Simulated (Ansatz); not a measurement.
# Au: the cost of one run

Method: DFT PBEsol, scalar-relativistic, plane waves, PAW, in Ansatz 0.2.0.

3 further runs of the same task are left out: 3 set aside as unsound or not needed.

## (1) The system as given

The structure is cubic, space group Fm-3m (No. 225). Conventional cell: a = 4.171 Å, b = 4.171 Å, c = 4.171 Å, α = 90.00°, β = 90.00°, γ = 90.00°. Around Au (site symmetry m-3m) lie 12 Au at 2.95 Å.

As a file:

```cif
data_structure
_symmetry_space_group_name_H-M 'Fm-3m'
_symmetry_Int_Tables_number 225
_cell_length_a 4.1713
_cell_length_b 4.1713
_cell_length_c 4.1713
_cell_angle_alpha 90.000
_cell_angle_beta 90.000
_cell_angle_gamma 90.000
_cell_volume 72.58
loop_
_atom_site_label
_atom_site_type_symbol
_atom_site_symmetry_multiplicity
_atom_site_Wyckoff_symbol
_atom_site_fract_x
_atom_site_fract_y
_atom_site_fract_z
_atom_site_occupancy
Au1 Au 4 a 0.00000 0.00000 0.00000 1
```

Source of the structure: the Materials Project (structure only).

(A quick probe on a coarse mesh, which set the mesh and smearing, is not shown.)

## (3) Rough relaxation on the coarse mesh

input.yaml reads:

```yaml
crystal:
  lattice:
    - [0.0, 2.08564427, 2.08564427]
    - [2.08564427, 0.0, 2.08564427]
    - [2.08564427, 2.08564427, 0.0]
  atoms:
    - { symbol: Au, position: [0.0, 0.0, 0.0] }
basis:
  ecutwfc: 420
kpoints:
  mp_grid: { grid: [8, 8, 8] }
hamiltonian:
  xc: pbesol
scf:
  occupations: { method: gaussian, width: 0.1 }
output:
  forces: true
  stress: true
  eigenvalues: true
relax:
  adjacent_minimum: "off"
  f_tol: 0.05
  max_steps: 80
  cell: { stress_tol: 0.5 }
```

Launch:

```
$ ansatz run input.yaml --threads 4 --pin off --max-ram 8192MiB --backend cpu --events-out ev --progress --plain --runs-dir out
```

Q: Estimate wall time and peak memory on 4 threads of Intel Xeon at 2.70GHz, shared host.

About 1.7 s, with a peak of 0.32 GiB.
